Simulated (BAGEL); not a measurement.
# HF/6-31G(d) (density fitting with qzvpp-jkfit, spherical functions) run of BSiN2H5 (SMILES N[SiH]1BN1)

Aim: the electronic atomisation energy of BSiN2H5 at HF/6-31G* (density fitting with qzvpp-jkfit, spherical functions), from 5 runs. 

Program for the calculation: BAGEL 1.2.2.

18 further runs of the same task are left out: 2 that didn't finish, 16 set aside as unsound or not needed.

**1. The structure to begin with**

The species is BSiN2H5 (9 atoms), meant as a singlet with charge 0. As SMILES, `N[SiH]1BN1`. Geometry: relaxed at PBE0-D4/def2-TZVP. This is one conformer, not always the lowest.

Bond lengths: N1–Si2 1.702 Å, Si2–B3 1.914 Å, Si2–N4 1.755 Å, B3–N4 1.389 Å, N1–H5 1.006 Å, N1–H6 1.005 Å, Si2–H7 1.482 Å, B3–H8 1.190 Å, N4–H9 1.011 Å. Some angles: N1–Si2–B3 127.2°, N1–Si2–N4 121.8°, B3–Si2–N4 44.2°, Si2–B3–N4 61.8°, Si2–N4–B3 74.0°, N1–Si2–H7 105.5°, B3–Si2–H7 127.1°, N4–Si2–H7 113.4°, Si2–N1–H5 122.6°, Si2–N1–H6 123.2°.

**2. The energy at HF/6-31G(d) (density fitting with qzvpp-jkfit, spherical functions)**

The input, calc.json:

```json
{ "bagel": [

{
  "title": "molecule",
  "basis": "6-31gs.json",
  "df_basis": "qzvpp-jkfit",
  "angstrom": true,
  "geometry": [
    { "atom": "N", "xyz": [   -0.637800,    1.588100,    0.218200 ] },
    { "atom": "Si", "xyz": [    0.258900,    0.175500,    0.530500 ] },
    { "atom": "B", "xyz": [   -0.233900,   -1.625800,    0.110200 ] },
    { "atom": "N", "xyz": [    0.650500,   -0.971600,   -0.738400 ] },
    { "atom": "H", "xyz": [   -0.221300,    2.503300,    0.212900 ] },
    { "atom": "H", "xyz": [   -1.561800,    1.577300,   -0.177300 ] },
    { "atom": "H", "xyz": [    1.441200,    0.620900,    1.305200 ] },
    { "atom": "H", "xyz": [   -0.741300,   -2.702400,    0.114400 ] },
    { "atom": "H", "xyz": [    1.134000,   -1.211600,   -1.592900 ] }
  ]
},
{
  "title": "hf"
},
{
  "title": "print",
  "file": "orbitals.molden",
  "orbitals": true
}

]}
```

The basis set 6-31G* is read from a file made from the Basis Set Exchange's data (not shown).

Run with:

```
BAGEL_NUM_THREADS=1 BAGEL calc.json > calc.out
```

The log of the run:

```text
* using 1 threads per process

  ===============================================================
  ===============================================================

  *** Geometry ***

  { "atom" : "N", "xyz" : [     -1.205267,      3.001074,      0.412338 ] },
  { "atom" : "Si", "xyz" : [      0.489250,      0.331647,      1.002500 ] },
  { "atom" : "B", "xyz" : [     -0.442007,     -3.072317,      0.208248 ] },
[... 5 lines of this table left out ...]
  { "atom" : "H", "xyz" : [      2.142949,     -2.289592,     -3.010145 ] },

  Number of auxiliary basis functions:      447

  Since a DF basis is specified, we compute 2- and 3-index integrals:
    o Being stored without compression. Storage requirement is 0.018 GB

  Number of basis functions:       70
  Number of electrons      :       38

    * METHOD: MOLECULE                             0.20

  *** RHF ***

  === Nuclear Repulsion ===
   149.9626743324

      * DIIS with orbital gradients will be used.

  === RHF iteration (6-31gs.json) ===
      0       -425.15110350          0.02716982           0.05
      1       -425.33203898          0.01676966           0.04
      2       -425.42198126          0.00195925           0.04
[... 10 lines of this table left out ...]
     13       -425.42400425          0.00000001           0.04
    * SCF iteration converged.

    * Permanent dipole moment:
           (   -0.006618,    -0.529667,     0.527247) a.u.

    * METHOD: HF                                   0.75

    * METHOD: PRINT                                0.01

  ===============================================================
```

Run time: 1.1 s. Hardware: 1 thread of Arm Neoverse V1, shared host; peak memory 0.094 GiB.

**3. The B atom at the same level**

The input, calc.json:

```json
{ "bagel" : [

{
  "title" : "molecule",
  "basis" : "6-31gs.json",
  "df_basis" : "qzvpp-jkfit",
  "angstrom" : true,
  "geometry" : [
    { "atom" : "B", "xyz" : [    0.000000,    0.000000,    0.000000 ] }
  ]
},
{ "title" : "uhf", "nopen" : 1 },
{ "title" : "print", "file" : "orbitals.molden", "orbitals" : true }

]}
```

The basis set 6-31G* is read from a file made from the Basis Set Exchange's data (not shown).

Run the same way, it converges to -24.52197 Eh (log not shown).

**4. The H atom**

The input, hf.json:

```json
{ "bagel" : [

{
  "title" : "molecule",
  "basis" : "6-31gs.json",
  "df_basis" : "qzvpp-jkfit",
  "angstrom" : true,
  "geometry" : [
    { "atom" : "H", "xyz" : [       0.000000,       0.000000,       0.000000 ] }
  ]
},

{ "title" : "uhf", "nopen" : 1 },

{ "title" : "print", "file" : "orbitals.molden", "orbitals" : true }

]}
```

The basis set 6-31G* is read from a file made from the Basis Set Exchange's data (not shown).

Run with:

```
BAGEL_NUM_THREADS=1 BAGEL hf.json > hf.out
```

The log of the run:

```text
* using 1 threads per process

  ===============================================================
  ===============================================================

  *** Geometry ***

  { "atom" : "H", "xyz" : [      0.000000,      0.000000,      0.000000 ] },

  Number of auxiliary basis functions:       18

  Since a DF basis is specified, we compute 2- and 3-index integrals:
    o Being stored without compression. Storage requirement is 0.000 GB

  Number of basis functions:        2
  Number of electrons      :        1

    * METHOD: MOLECULE                             0.01

  *** Open-shell HF ***

  === Nuclear Repulsion ===
     0.0000000000

      * DIIS with orbital gradients will be used.

  === UHF iteration (6-31gs.json) ===
      0         -0.49072816          0.08996690           0.00
      1         -0.49744587          0.02923745           0.00
      2         -0.49815036          0.00947238           0.00
      3         -0.49823291          0.00000000           0.00
    * SCF iteration converged.

    * S^2 (UHF) is 0.7500

    * Permanent dipole moment:
           (    0.000000,     0.000000,     0.000000) a.u.

    * METHOD: UHF                                  0.01

    * METHOD: PRINT                                0.00

  ===============================================================
```

It took 0.14 s on 1 thread of Arm Neoverse V1, shared host.

**5. The N atom at the same level**

The input, calc.json:

```json
{ "bagel": [

{
  "title": "molecule",
  "basis": "6-31gs.json",
  "df_basis": "qzvpp-jkfit",
  "angstrom": true,
  "geometry": [
    { "atom": "N", "xyz": [    0.000000,    0.000000,    0.000000 ] }
  ]
},
{ "title": "uhf", "nopen": 3 },
{ "title": "print", "file": "orbitals.molden", "orbitals": true }

]}
```

The basis set 6-31G* is read from a file made from the Basis Set Exchange's data (not shown).

Run the same way, it converges to -54.38500 Eh (log not shown).

**6. The Si atom at the same level**

The input, job.json:

```json
{ "bagel": [

{
  "title": "molecule",
  "basis": "6-31gs.json",
  "df_basis": "qzvpp-jkfit",
  "angstrom": true,
  "geometry": [
    { "atom": "Si", "xyz": [    0.000000,    0.000000,    0.000000 ] }
  ]
},
{
  "title": "uhf",
  "nopen": 2
},
{
  "title": "print",
  "file": "orbitals.molden",
  "orbitals": true
}

]}
```

The basis set 6-31G* is read from a file made from the Basis Set Exchange's data (not shown).

Run the same way, it converges to -288.83102 Eh (log not shown).

**7. Summary of results**

At HF/6-31G* (density fitting with qzvpp-jkfit, spherical functions):

```
                     quantity          value
       molecule: total energy  -425.42400 Eh
      molecule: dipole moment         1.90 D
        molecule: HOMO energy       -9.19 eV
        molecule: LUMO energy        4.09 eV
      molecule: HOMO–LUMO gap       13.28 eV
         B atom: total energy   -24.52197 Eh
        B atom: dipole moment         0.00 D
                 B atom: ⟨S²⟩          0.754
         H atom: total energy    -0.49823 Eh
        H atom: dipole moment         0.00 D
                 H atom: ⟨S²⟩          0.750
         N atom: total energy   -54.38500 Eh
        N atom: dipole moment         0.00 D
                 N atom: ⟨S²⟩          3.755
        Si atom: total energy  -288.83102 Eh
       Si atom: dipole moment         0.00 D
                Si atom: ⟨S²⟩          2.006
electronic atomisation energy      22.037 eV
```

**Reading.** Taking the molecule apart into free atoms costs 22.04 eV (508 kcal/mol), before zero-point energy and without spin-orbit coupling. Hartree–Fock lacks the correlation of the bonding pairs, which as a rule makes this value much too low; in minimal bases other errors can mask that.
